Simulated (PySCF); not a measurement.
# C4H9AlClN: the cost of one run

Computed with PySCF 2.14.0, with density-fitted response routines of our own, on a single molecule in the gas phase. Atoms count from 0, in the outputs and in this text.

### Step 1. Starting geometry

16 atoms, charge 0, multiplicity 1; geometry from: GFN2-xTB.

Bonds of the start (Å): C0–C1 1.53, C1–C2 1.43, C2–N3 1.15, N3–Al4 1.99, Al4–C5 2.03, C5–Cl6 1.81, C0–H7 1.09, C0–H8 1.09, C0–H9 1.09, C1–H10 1.09, C1–H11 1.09, Al4–H12 1.55, Al4–H13 1.56, C5–H14 1.09, C5–H15 1.09.

### Step 2. Ultraviolet spectrum: CAM-B3LYP/def2-SVPD

What the job is given:

```
{"job": {"kind": "uv", "xc": "CAM-B3LYP", "basis": "def2-SVPD", "nstates": 8, "ntriplets": 3}, "charge": 0, "multiplicity": 1}
C      2.355065     0.764620    -1.229141
C      2.041633    -0.685722    -0.839515
C      0.803725    -0.725863    -0.131346
N     -0.197556    -0.718558     0.428645
Al    -1.463197     0.470146     1.411069
C     -3.212951    -0.497588     1.046533
Cl    -2.900517     0.039316    -0.649627
H      2.415730     1.390992    -0.342721
H      3.305363     0.802411    -1.754606
H      1.576445     1.160065    -1.876206
H      1.960815    -1.316101    -1.729875
H      2.826636    -1.090777    -0.194221
H     -0.870120     0.278564     2.828734
H     -1.141008     1.835565     0.721879
H     -3.303975    -1.586216     0.998424
H     -4.203687    -0.111911     1.300564
```

With the program's defaults for keys left out, this is: TDDFT CAM-B3LYP/def2-SVPD, vertical, gas phase, core orbitals frozen in the response.

Run with:

```sh
OMP_NUM_THREADS=1 python probes_run.py task.json out
```

One launch serves the whole session: the jobs run in the order shown.

**Question.** How long does this job take on 1 thread of Arm Neoverse V1, shared host, and how much memory does it need?

About 69 s, with a peak of 1 GiB.
